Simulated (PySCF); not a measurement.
# [Pr(NH3)2]3+: other functionals and bases at one geometry

How far do other levels of theory move the description of [Pr(NH3)2]3+, and what does each cost? The structure is generated, not taken from experiment.

Method: several levels, as the steps say, no spin–orbit coupling; program: PySCF 2.14.0.

3 further runs of the same task are left out: 2 for a known fault of the program, 1 that didn't finish.

## Step 1: The system as given

9 atoms, charge 3, spin multiplicity 1.

Bond lengths: Pr1–N2 2.481 Å, Pr1–N6 2.481 Å, N2–H3 1.050 Å, N2–H4 1.049 Å, N2–H5 1.050 Å, N6–H7 1.050 Å, N6–H8 1.049 Å, N6–H9 1.050 Å. Angles: N2–Pr1–N6 112.8°, Pr1–N2–H3 114.6°, Pr1–N2–H4 116.7°, Pr1–N2–H5 115.9°, H3–N2–H4 102.6°, H3–N2–H5 102.4°, H4–N2–H5 102.6°, Pr1–N6–H7 114.6°, Pr1–N6–H8 116.6°, Pr1–N6–H9 116.0°, H7–N6–H8 102.6°, H7–N6–H9 102.4°, H8–N6–H9 102.6°.

As a file:

```
Pr    1.1751   -0.0467    0.0000
N    -0.1970    0.0091    2.0663
H     0.2713    0.4598    2.8907
H    -1.1100    0.5225    2.0122
H    -0.4822   -0.9248    2.4522
N    -0.1971    0.0056   -2.0664
H     0.2654   -0.4163   -2.9092
H    -1.1162   -0.4982   -2.0332
H    -0.4704    0.9584   -2.4126
```

Formal oxidation states: Pr +3. Each metal's 2 4f electrons lie in its core potential, so multiplicities, spins and levels count the valence alone. An earlier session relaxed this geometry at PBE, Pr lcecp-1-SVP with ECP48, N def2-SVP, H def2-SVP (singlet, point group C1).

At PBE on the finer grid: E = -144.645784 Eh, HOMO -23.85 eV, LUMO -18.75 eV, Mulliken charge on Pr1 +2.07 e, largest force component 0.014 eV/Å. 

Levels to run: revPBE; TPSSh; BLYP; PBE0; PBE, TZVP. Hardware: 2 threads of Arm Neoverse V1, shared host.

## Step 2: revPBE

Input file run.py (the lines that set the calculation):

```python
mol = gto.M(atom='''
Pr     1.17512    -0.04668     0.00004
N     -0.19702     0.00912     2.06627
H      0.27133     0.45983     2.89073
H     -1.10998     0.52247     2.01221
H     -0.48216    -0.92484     2.45221
N     -0.19709     0.00555    -2.06639
H      0.26536    -0.41631    -2.90923
H     -1.11622    -0.49819    -2.03323
H     -0.47038     0.95839    -2.41261''',
    basis={'Pr': 'lcecp-1-SVP', 'N': 'def2-SVP', 'H': 'def2-SVP'},
    ecp={'Pr': 'lcecp-1-SVP'},
    charge=3, spin=0)
mf = dft.RKS(mol, xc='PBE_R,PBE')
mf.grids.atom_grid = (75, 302)  # f atoms: unpruned, at least (60, 302)
mf = mf.density_fit()  # fitting sets: Pr AutoAux, N def2-universal-JKFIT, H def2-universal-JKFIT
mf.conv_tol = 1e-08; mf.max_cycle = 55
mf.kernel(dm0)  # dm0: the density of the relaxed state
```

The run is started by

```bash
OMP_NUM_THREADS=2 python run.py
```

## Step 3: TPSSh

run.py (the lines that set the calculation): that of step 2 with these lines changed.

```diff
@@ -13,3 +13,3 @@
     charge=3, spin=0)
-mf = dft.RKS(mol, xc='PBE_R,PBE')
+mf = dft.RKS(mol, xc='TPSSH')
 mf.grids.atom_grid = (75, 302)  # f atoms: unpruned, at least (60, 302)
```

## Step 4: BLYP

run.py (the lines that set the calculation): that of step 3 with these lines changed.

```diff
@@ -13,3 +13,3 @@
     charge=3, spin=0)
-mf = dft.RKS(mol, xc='TPSSH')
+mf = dft.RKS(mol, xc='BLYP')
 mf.grids.atom_grid = (75, 302)  # f atoms: unpruned, at least (60, 302)
```

## Step 5: PBE0

run.py (the lines that set the calculation): that of step 4 with these lines changed.

```diff
@@ -13,3 +13,3 @@
     charge=3, spin=0)
-mf = dft.RKS(mol, xc='BLYP')
+mf = dft.RKS(mol, xc='PBE0')
 mf.grids.atom_grid = (75, 302)  # f atoms: unpruned, at least (60, 302)
```

## Step 6: PBE, TZVP

Basis: Pr lcecp-1-TZVP with ECP48, N def2-TZVP, H def2-TZVP. 

run.py (the lines that set the calculation): that of step 5 with these lines changed.

```diff
@@ -10,6 +10,6 @@
 H     -0.47038     0.95839    -2.41261''',
-    basis={'Pr': 'lcecp-1-SVP', 'N': 'def2-SVP', 'H': 'def2-SVP'},
-    ecp={'Pr': 'lcecp-1-SVP'},
+    basis={'Pr': 'lcecp-1-TZVP', 'N': 'def2-TZVP', 'H': 'def2-TZVP'},
+    ecp={'Pr': 'lcecp-1-TZVP'},
     charge=3, spin=0)
-mf = dft.RKS(mol, xc='PBE0')
+mf = dft.RKS(mol, xc='PBE')
 mf.grids.atom_grid = (75, 302)  # f atoms: unpruned, at least (60, 302)
@@ -17,2 +17,2 @@
 mf.conv_tol = 1e-08; mf.max_cycle = 55
-mf.kernel(dm0)  # dm0: the density of the relaxed state
+mf.kernel(dm0)  # dm0: free metal ions and neutral atoms
```

What does the calculation give? Wanted: for each run, HOMO; gap; charge on Pr1; dipole; largest force.

As calculated:

| level | state | HOMO (eV) | gap (eV) | charge on Pr1 (e) | dipole (D) | largest force (eV/Å) | basis functions | time |
| --- | --- | --- | --- | --- | --- | --- | --- | --- |
| PBE (relaxed here) | singlet | -23.85 | 5.10 | 2.07 | 3.35 | 0.01 | 91 | 9.9 s |
| revPBE | singlet | -23.82 | 5.13 | 2.09 | 3.30 | 0.14 | 91 | 4.8 s |
| TPSSh | singlet | -24.49 | 6.32 | 2.16 | 3.08 | 0.32 | 91 | 6.8 s |
| BLYP | singlet | -23.68 | 4.97 | 2.07 | 3.30 | 0.22 | 91 | 4.8 s |
| PBE0 | singlet | -25.30 | 7.50 | 2.17 | 3.04 | 0.35 | 91 | 4.4 s |
| PBE, TZVP | singlet | -23.76 | 5.11 | 2.25 | 3.36 | 0.32 | 145 | 12 s |

Times are on 2 threads of Arm Neoverse V1, shared host; the first row also made further properties. The dipole of a charged species depends on the origin, so these sizes hold for this origin alone.

In one basis the HOMO–LUMO gap runs from 4.97 eV (BLYP) to 7.50 eV (PBE0). The largest leftover force, 0.35 eV/Å with PBE0, stands at a geometry relaxed at another level. The Mulliken charge on Pr spans +2.07 to +2.25 e over the levels. With 4f in the core, its levels are missing from HOMO and gap. Total energies of different levels can't be compared. Spin–orbit coupling is left out throughout.
